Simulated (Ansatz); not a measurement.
**RPA@PBE/STO-3G run of CHFO (formyl fluoride)**

What is the electronic atomisation energy of CHFO (formyl fluoride) at RPA@PBE/STO-3G? 

The results are computed with Ansatz 0.2.0.

62 further runs of the same task are left out: 2 that didn't finish, 60 set aside as unsound or not needed.

## (1) The molecule

CHFO: 4 atoms, total charge 0, spin state singlet. SMILES: `O=CF`. The shape is that of a PBE0-D4/def2-TZVP optimisation.

Bond lengths: O1–C2 1.174 Å, C2–F3 1.336 Å, C2–H4 1.097 Å. Angles: O1–C2–F3 122.9°, O1–C2–H4 127.8°, F3–C2–H4 109.3°.

## (2) A single-point energy at RPA@PBE/STO-3G

Input file molecule.yaml:

```yaml
crystal:
  periodic: [false, false, false]
  atoms:
    - symbol: O
      position_ang: [-0.889340, 0.201180, 0.827740]
    - symbol: C
      position_ang: [-0.046400, 0.067520, 0.021620]
    - symbol: F
      position_ang: [0.585200, -1.091810, -0.181820]
    - symbol: H
      position_ang: [0.350540, 0.823120, -0.667550]
basis:
  gaussian: {orbitals: STO-3G}
magnetization: {spin_polarized: false}
hamiltonian: {xc: {name: PBE}}
correlation: {method: rpa, frozen_orbitals: {C: 1, F: 1, H: 0, O: 1}}
accuracy: high
```

The run is started by

```console
$ ansatz run molecule.yaml --threads 1 --pin off --max-ram 3480MiB --events-out events.jsonl --progress --plain --runs-dir runs
```

Output:

```text
Warning: RAYON_NUM_THREADS=1 ignored (pool sized by the plan → 1); use --threads N
Functional definition: PBE
  name "PBE"
  parameter kappa = 0.804
  parameter beta = 0.06672455060314922
  exchange = pbe_x(kappa = kappa, mu = beta*pi^2/3)
  correlation = pbe_c(beta = beta)
273 factors; integrals over basis functions are off by at most 4.8e-8 eV
mean field evaluation 1: about -5727.5005 eV, gradient 2.7e1 eV
mean field evaluation 2: about -5727.4406 eV, gradient 2.7e1 eV
mean field evaluation 4: about -5729.2808 eV, gradient 8.8e0 eV
mean field evaluation 8: about -5729.5050 eV, gradient 8.9e-2 eV
mean field evaluation 16: about -5729.5051 eV, gradient 7.8e-8 eV
mean field -5729.50505778 eV, -210.5554272754 hartree, gradient 7.3e-8 eV, S^2 0.000000; 0 other end points of the search recorded, 0 dependent functions left out
3 core orbitals not correlated: weight in the atoms' cores, before any rotation towards them, 1.000 or more for the frozen orbitals, at most 0.000 for the correlated occupied ones
reference -5708.83590809 eV, -209.7958500342 hartree; 9, 9 occupied and 4, 4 virtual orbitals, 273 factors
Total energy: -5715.77387474 eV, -210.0508156060 hartree
```

It took 1.4 s on 1 thread of Intel Xeon Platinum 8259CL at 2.50GHz (Skylake/Cascade Lake), shared host; peak memory 0.11 GiB.

## (3) The C atom, same level

Input file job.yaml:

```yaml
crystal:
  periodic: [false, false, false]
  atoms:
    - symbol: C
      position_ang: [0.000000, 0.000000, 0.000000]
basis:
  gaussian: {orbitals: STO-3G}
magnetization: {spin_polarized: true, initial_magnetization: 2}
hamiltonian: {xc: pbe}
correlation: {method: rpa, frozen_orbitals: {C: 1}}
accuracy: high
```

Run the same way, it converges to -37.26175 Eh (log not shown).

## (4) The F atom

Input file in.yaml:

```yaml
crystal:
  periodic: [false, false, false]
  atoms:
    - symbol: F
      position_ang: [0.000000, 0.000000, 0.000000]
basis:
  gaussian: {orbitals: STO-3G}
magnetization: {spin_polarized: true, initial_magnetization: 1}
hamiltonian: {xc: {name: PBE}}
correlation: {method: rpa, frozen_orbitals: {F: 1}}
accuracy: high
```

Run the same way, it converges to -98.01752 Eh (log not shown).

## (5) The H atom

Input file molecule.yaml:

```yaml
crystal:
  periodic: [false, false, false]
  atoms:
    - symbol: H
      position_ang: [0.000000, 0.000000, 0.000000]
basis:
  gaussian: {orbitals: STO-3G}
hamiltonian: {xc: {name: PBE}}
accuracy: high
total_charge: 0
correlation: {method: rpa, frozen_orbitals: {H: 0}}
magnetization: {spin_polarized: true, initial_magnetization: 1}
```

The run is started by

```console
$ ansatz run molecule.yaml --threads 1 --pin off --max-ram 3480MiB --events-out events.jsonl --progress --plain --runs-dir runs
```

Output:

```text
Warning: RAYON_NUM_THREADS=1 ignored (pool sized by the plan → 1); use --threads N
[... 6 set-up lines as earlier in the session ...]
1 factors; integrals over basis functions are off by at most 4.6e-10 eV
mean field evaluation 1: about -12.6363 eV, gradient 0.0e0 eV
mean field evaluation 2: about -12.6363 eV, gradient 0.0e0 eV
mean field -12.63630448 eV, -0.4643756244 hartree, gradient 0.0e0 eV, S^2 0.750000; 0 other end points of the search recorded, 0 dependent functions left out
reference -12.69633895 eV, -0.4665818504 hartree; 1, 0 occupied and 0, 1 virtual orbitals, 1 factors
Total energy: -12.69633895 eV, -0.4665818504 hartree
```

It took 0.08 s on 1 thread of Intel Xeon Platinum 8259CL at 2.50GHz (Skylake/Cascade Lake), shared host.

## (6) The O atom at the same level

Input file molecule.yaml:

```yaml
crystal:
  periodic: [false, false, false]
  atoms:
    - {symbol: O, position_ang: [0.000000, 0.000000, 0.000000]}
basis:
  gaussian:
    orbitals: STO-3G
magnetization:
  spin_polarized: true
  initial_magnetization: 2
hamiltonian:
  xc: pbe
correlation:
  method: rpa
  frozen_orbitals: {O: 1}
accuracy: high
```

Run the same way, it converges to -73.83858 Eh (log not shown).

## (7) What came out

At RPA@PBE/STO-3G, 3 core orbitals frozen:

| quantity | value |
| --- | --- |
| molecule: total energy | -210.05082 Eh |
| molecule: RPA correlation energy (valence) | -255.0 mEh |
| C atom: total energy | -37.26175 Eh |
| C atom: RPA correlation energy (valence) | -63.4 mEh |
| C atom: ⟨S²⟩ of the reference determinant | 2.000 |
| F atom: total energy | -98.01752 Eh |
| F atom: RPA correlation energy (valence) | -31.0 mEh |
| F atom: ⟨S²⟩ of the reference determinant | 0.750 |
| H atom: total energy | -0.46658 Eh |
| H atom: RPA correlation energy | 0.0 mEh |
| H atom: ⟨S²⟩ of the reference determinant | 0.750 |
| O atom: total energy | -73.83858 Eh |
| O atom: RPA correlation energy (valence) | -34.4 mEh |
| O atom: ⟨S²⟩ of the reference determinant | 2.000 |
| electronic atomisation energy | 12.691 eV |

Taking the molecule apart into free atoms costs 12.69 eV (293 kcal/mol), before zero-point energy and without spin-orbit coupling. In a minimal basis such a difference can be off by several eV, whatever the method.
